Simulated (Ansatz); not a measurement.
A run of Ansatz 0.2.0 is set up as follows.

File input.yaml:

```yaml
crystal:
  lattice:
    - [5.3295961064, 0.0, 0.0]
    - [0.0, 4.9467, 0.0]
    - [0.0, 0.0, 24.7999265569]
  atoms:
    - { symbol: Zn, position: [0.5, 0.75, 0.3225816005] }
    - { symbol: Zn, position: [0.0, 0.75, 0.3225816005] }
    - { symbol: Zn, position: [0.75, 0.25, 0.3536002785] }
    - { symbol: Zn, position: [0.25, 0.25, 0.3536002785] }
    - { symbol: Zn, position: [0.75, 0.75, 0.4156376345] }
    - { symbol: Zn, position: [0.25, 0.75, 0.4156376345] }
    - { symbol: Zn, position: [0.0, 0.25, 0.4466563125] }
    - { symbol: Zn, position: [0.5, 0.25, 0.4466563125] }
    - { symbol: Zn, position: [0.0, 0.75, 0.5086936686] }
    - { symbol: Zn, position: [0.5, 0.75, 0.5086936686] }
    - { symbol: Zn, position: [0.25, 0.25, 0.5397123466] }
    - { symbol: Zn, position: [0.75, 0.25, 0.5397123466] }
    - { symbol: F, position: [0.75, 0.75, 0.6034222127] }
    - { symbol: F, position: [0.75, 0.75, 0.6604828655] }
  periodic: [true, true, false]
hamiltonian:
  xc: pbe
  pseudopotentials: { kind: paw }
kpoints:
  mp_grid: { grid: [5, 6, 1] }
scf:
  occupations: { method: fermi_dirac, width: 0.05 }
output:
  forces: true
  eigenvalues: true
  write_density: true
  write_potential: true
  elf: true
  volumetric_format: npy
```

Potentials or basis: Ansatz PAW.

Run with:

```sh
$ ansatz run input.yaml --threads 4 --pin off --max-ram 11264MiB --backend cpu --events-out ev --progress --plain --runs-dir out
```

Question: What does it give for the largest force?

Answer: 5.204 eV/Å.

Question: What does it give for the band gap on the k mesh?

Answer: None (metal or under the smearing width).

Forces on the atoms (eV/Å):
```
Zn  -0.032  0.000  0.034
Zn   0.032  0.000  0.034
Zn   0.000  0.000 -0.463
Zn   0.000  0.000 -0.496
Zn   0.000  0.000  0.219
Zn   0.000  0.000  0.278
Zn  -0.006  0.000 -0.226
Zn   0.006  0.000 -0.226
Zn   0.051  0.000  0.447
Zn  -0.051  0.000  0.447
Zn   0.000  0.000 -0.084
Zn   0.000  0.000 -0.035
F    0.000  0.000 -5.133
F    0.000  0.000  5.204
```
